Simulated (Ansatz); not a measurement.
# Cl2FH3OSi2: one species, many methods

Aim: compute Cl2FH3OSi2 with functionals from several rungs and with coupled cluster. The yardstick is the atomisation energy at the CCSD(T) limit.

The runs use Ansatz 0.2.0, Gaussian basis; functionals in def2-TZVPP, the program's frozen cores in correlated methods.

Levels to be run: LDA (SPW92), PBE-D4, revPBE-D4, BLYP-D4, r2SCAN-D4, B97M-V, PBE0-D4, B3LYP-D4, r2SCANh-D4, r2SCAN0-D4, HSE06-D4, BHLYP-D4, CAM-B3LYP-D4, LC-ωPBE, ωB97X-V, ωB97M-V, B2PLYP, PBE-QIDH; CCSD(T)/def2-SVP; CCSD(T)/def2-TZVPP; MP2/def2-QZVPP; extrapolation to the limit; RPA on PBE.

## (1) The relaxed structure

The geometry comes from an earlier relaxation with PBE0-D4 in a triple-zeta def2 set; it is a stationary point, not always the lowest conformer.

SMILES `O[SiH2][Si](F)(Cl)Cl`, 9 atoms, charge 0, spin multiplicity 1.

Atoms are counted from 1 here; the program's logs count them from 0.

Bond lengths: O1–Si2 1.645 Å, O1–H7 0.958 Å, Si2–Si3 2.336 Å, Si2–H8 1.489 Å, Si2–H9 1.488 Å, Si3–F4 1.588 Å, Si3–Cl5 2.042 Å, Si3–Cl6 2.036 Å. Angles: Si2–O1–H7 118.9°, O1–Si2–Si3 106.4°, O1–Si2–H8 112.5°, O1–Si2–H9 112.7°, Si3–Si2–H8 108.8°, Si3–Si2–H9 108.0°, H8–Si2–H9 108.3°, Si2–Si3–F4 112.3°, Si2–Si3–Cl5 108.6°, Si2–Si3–Cl6 112.4°, F4–Si3–Cl5 107.1°, F4–Si3–Cl6 107.2°, Cl5–Si3–Cl6 109.1°.

Coordinates:

```xyz
9

O     1.3132   -0.9184    1.1931
Si    0.2084   -0.9545   -0.0247
Si   -0.4811    1.2528   -0.3559
F     0.7068    2.1898   -0.8387
Cl   -1.9007    1.2789   -1.8228
Cl   -1.2552    2.0857    1.3330
H     1.7118   -1.7406    1.4814
H     0.7786   -1.4755   -1.2975
H    -0.9931   -1.7644    0.3151
```

## (2) LDA

This LDA is Slater exchange with PW92 correlation.

in.yaml

```yaml
crystal:
  periodic: [false, false, false]
  atoms:
    - {symbol: O, position_ang: [1.313197, -0.918391, 1.193055]}
    - {symbol: Si, position_ang: [0.208358, -0.954534, -0.024744]}
    - {symbol: Si, position_ang: [-0.481128, 1.252807, -0.355867]}
    - {symbol: F, position_ang: [0.706763, 2.189786, -0.838661]}
    - {symbol: Cl, position_ang: [-1.900727, 1.278890, -1.822797]}
    - {symbol: Cl, position_ang: [-1.255216, 2.085740, 1.333006]}
    - {symbol: H, position_ang: [1.711810, -1.740602, 1.481401]}
    - {symbol: H, position_ang: [0.778629, -1.475474, -1.297540]}
    - {symbol: H, position_ang: [-0.993087, -1.764422, 0.315149]}
basis:
  gaussian: {orbitals: def2-TZVPP}
hamiltonian: {xc: lda}
output: {orbitals: {seedname: orbitals}}
```

Further steps of the session: PBE-D4 (GGA); revPBE-D4 (GGA); BLYP-D4 (GGA); r2SCAN-D4 (meta-GGA); B97M-V (meta-GGA); PBE0-D4 (hybrid); B3LYP-D4 (hybrid); r2SCANh-D4 (hybrid); r2SCAN0-D4 (hybrid); HSE06-D4 (hybrid); BHLYP-D4 (hybrid); CAM-B3LYP-D4 (range-separated); LC-ωPBE-D4 (range-separated); ωB97X-V (range-separated); ωB97M-V (range-separated); B2PLYP (double hybrid); PBE-QIDH (double hybrid); CCSD(T) in def2-SVP; CCSD(T) in def2-TZVPP; MP2 in def2-QZVPP; RPA on PBE orbitals.

**Question.** What will the summary of the whole plan be? Wanted: atomisation energy, CCSD(T)/CBS; farthest beyond LDA; mean size of error, GGA; mean size of error, meta-GGA; mean size of error, hybrid; mean size of error, range-separated; mean size of error, double hybrid; gap, smallest and largest; T1 diagnostic.

As calculated:

| quantity | value |
| --- | --- |
| atomisation energy, CCSD(T)/CBS | 33.216 eV |
| functionals within 0.166 eV (0.5 %) | PBE-D4, r2SCAN-D4, B97M-V, ωB97X-V, ωB97M-V |
| farthest beyond LDA | BHLYP-D4 (-1.412 eV) |
| mean size of error, GGA | 0.491 eV |
| mean size of error, meta-GGA | 0.050 eV |
| mean size of error, hybrid | 0.656 eV |
| mean size of error, range-separated | 0.237 eV |
| mean size of error, double hybrid | 0.647 eV |
| gap, smallest and largest | 5.37 eV (LDA (SPW92)), 12.41 eV (LC-ωPBE) |
| T1 diagnostic | 0.0112 |
| triples share of the correlation energy | 3.6 % |

The LDA atomisation energy is off by 4.457 eV (13 %): it overbinds. PBE-D4 misses by +0.090 eV. Double hybrids carry the basis error of their MP2 part in triple zeta, and no dispersion term here, so their miss is partly the set-up's. Taken by rung, meta-GGA functionals do best (0.050 eV on average) and hybrid ones worst beyond LDA (0.656 eV). The mean of the hybrids holds BHLYP, with half exact exchange. The reference freezes the cores and leaves out relativity and excitations past (T), so misses under about 0.166 eV can't be ranked. Hartree-Fock recovers 73 % of the binding; the rest is correlation. CCSD(T) in def2-SVP is off by -3.357 eV, worse than the median functional, from the basis alone. Orbital gaps span 5.4 to 12.4 eV; exact exchange widens them.
